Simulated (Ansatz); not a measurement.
**BN: an axial (c/a) deformation path**

One table from this session's results is given with a row withheld; the runs are named, their logs left out.

Method: DFT PBE, scalar-relativistic, plane waves, PAW, in Ansatz 0.2.0.

## The structure to begin with

It takes space group P6_3/mmc (No. 194, hexagonal). Conventional cell: a = 2.504 Å, b = 2.504 Å, c = 6.661 Å, α = 90.00°, β = 90.00°, γ = 120.00°. B (site symmetry -6m2) has 3 N at 1.45 Å as nearest neighbours. Around N (site symmetry -6m2) lie 3 B at 1.45 Å.

Structure file:

```
CELL_PARAMETERS angstrom
2.50399 0.00000 0.00000
-1.25200 2.16852 0.00000
0.00000 0.00000 6.66120
ATOMIC_POSITIONS crystal
B 0.33333 0.66667 0.25000
B 0.66667 0.33333 0.75000
N 0.33333 0.66667 0.75000
N 0.66667 0.33333 0.25000
```

The cell is taken as given, not relaxed at this level.

The first run:

Input file input.yaml:

```yaml
crystal:
  lattice:
    - [2.5039917043, 0.0, 0.0]
    - [-1.2519958522, 2.1685204268, 0.0]
    - [0.0, 0.0, 6.6612]
  atoms:
    - { symbol: B, position: [0.3333333333, 0.6666666667, 0.25] }
    - { symbol: B, position: [0.6666666667, 0.3333333333, 0.75] }
    - { symbol: "N", position: [0.3333333333, 0.6666666667, 0.75] }
    - { symbol: "N", position: [0.6666666667, 0.3333333333, 0.25] }
basis:
  ecutwfc: 420
kpoints:
  mp_grid: { grid: [12, 12, 4] }
hamiltonian:
  xc: pbe
scf:
  occupations: { method: gaussian, width: 0.05 }
output:
  forces: true
  stress: true
  eigenvalues: true
  write_density: true
  write_potential: true
  elf: true
  volumetric_format: npy
```

Launch:

```sh
ansatz run input.yaml --threads 1 --pin off --max-ram 2560MiB --backend cpu --events-out ev --progress --plain --runs-dir out
```

Among the steps run: Zero of the scan; ρ = 0.850; ρ = 1.200; At ρ = 0.920; At ρ = 1.100; At ρ = 0.960; Point ρ = 1.050; At ρ = 0.800; Point ρ = 1.300.

One of the session's tables, all rows but one given; the rest of the session is left out.

It belongs to the step «The scan collected». The scan, with free energies counted from the undisturbed cell:

```
    ρ  ΔE (meV/atom)  pressure (GPa)  gap on the mesh (eV)
0.800          313.1           -38.4                  3.60
0.850          170.5           -29.1                  3.86
0.920              ?               ?                     ?
0.960           10.6            -5.9                  4.15
1.000            0.0             3.3                  4.29
1.050           18.7            15.2                  4.42
1.100           70.2            27.5                  4.55
1.200          262.1            53.1                  4.48
1.300          558.6            79.5                  4.15
```

Estimate the missing values for ρ = 0.920.

Worked estimate for «ΔE (meV/atom)». A straight line through the neighbours (0.850, 170.5) and (0.960, 10.6) gives 170.5 + (10.6 − 170.5) × (0.920 − 0.850) / (0.960 − 0.850) = 68.7; a parabola fitted to 4 rows on both sides gives 44.8.

**Answer.** ΔE (meV/atom): 45.6; pressure (GPa): -14.7; gap on the mesh (eV): 4.02. In «ΔE (meV/atom)» the line misses by +23.1 and the parabola by -0.8.
